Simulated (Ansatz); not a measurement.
# CH2ClIOSi: basis-set convergence

How large a basis does CH2ClIOSi need? Two functionals are run in growing sets.

Method: one geometry, several basis sets; program: Ansatz 0.2.0, Gaussian basis.

The runs, in order: PBE0-D4/def2-SVP; ωB97M-V/def2-SVP; PBE0-D4/def2-QZVPP; ωB97M-V/def2-QZVPP; the functionals' def2-TZVPP values are taken from earlier runs.

## Step 1: The geometry

The geometry comes from an earlier relaxation with PBE0-D4 in a triple-zeta def2 set; it is a stationary point, not always the lowest conformer. I takes the def2 core potential; no spin-orbit term is included.

SMILES `Cl[Si]1(I)CO1`, 7 atoms, charge 0, spin multiplicity 1.

Atoms are counted from 1 here; the program's logs count them from 0.

Bond lengths: Cl1–Si2 2.024 Å, Si2–I3 2.399 Å, Si2–C4 1.792 Å, Si2–O5 1.636 Å, C4–O5 1.503 Å, C4–H6 1.087 Å, C4–H7 1.087 Å. Angles: Cl1–Si2–I3 110.5°, Cl1–Si2–C4 122.5°, Cl1–Si2–O5 117.2°, I3–Si2–C4 124.0°, I3–Si2–O5 117.8°, C4–Si2–O5 51.8°, Si2–C4–O5 58.8°, Si2–C4–H6 121.8°, Si2–C4–H7 122.2°, O5–C4–H6 112.2°, O5–C4–H7 112.4°, H6–C4–H7 114.1°, Si2–O5–C4 69.4°.

## Step 2: PBE0-D4 in def2-SVP

The input, in.yaml:

```yaml
crystal:
  periodic: [false, false, false]
  atoms:
    - {symbol: Cl, position_ang: [-1.720993, -1.802320, -0.427929]}
    - {symbol: Si, position_ang: [-0.045126, -0.739977, -0.029472]}
    - {symbol: I, position_ang: [1.633454, -2.152966, 0.940544]}
    - {symbol: C, position_ang: [-0.044670, 1.047104, 0.097145]}
    - {symbol: O, position_ang: [0.430815, 0.354167, -1.149018]}
    - {symbol: H, position_ang: [-0.943573, 1.634104, -0.075725]}
    - {symbol: H, position_ang: [0.751292, 1.591787, 0.598654]}
basis:
  gaussian: {orbitals: def2-SVP}
hamiltonian: {xc: pbe0, dispersion: d4}
output: {orbitals: {seedname: orbitals}}
```

Started as:

```bash
ansatz run in.yaml --threads 4 --pin off --events-out ev --progress --plain --max-ram 10444MiB
```

Further steps of the session: ωB97M-V in def2-SVP; PBE0-D4 in def2-QZVPP; ωB97M-V in def2-QZVPP.

Q: Predict the results of all the runs planned. Wanted: PBE0-D4: double and triple zeta above quadruple; ωB97M-V: double and triple zeta above quadruple.

**Answer**, as computed:

```
                                       quantity           value
PBE0-D4: double and triple zeta above quadruple  12.24, 0.85 eV
ωB97M-V: double and triple zeta above quadruple  12.25, 0.80 eV
```

In words: PBE0-D4 gains 11.39 eV from double to triple zeta, then 0.85 eV more. These are total energies; as a rule much of such shifts cancels in differences, which this series doesn't test.
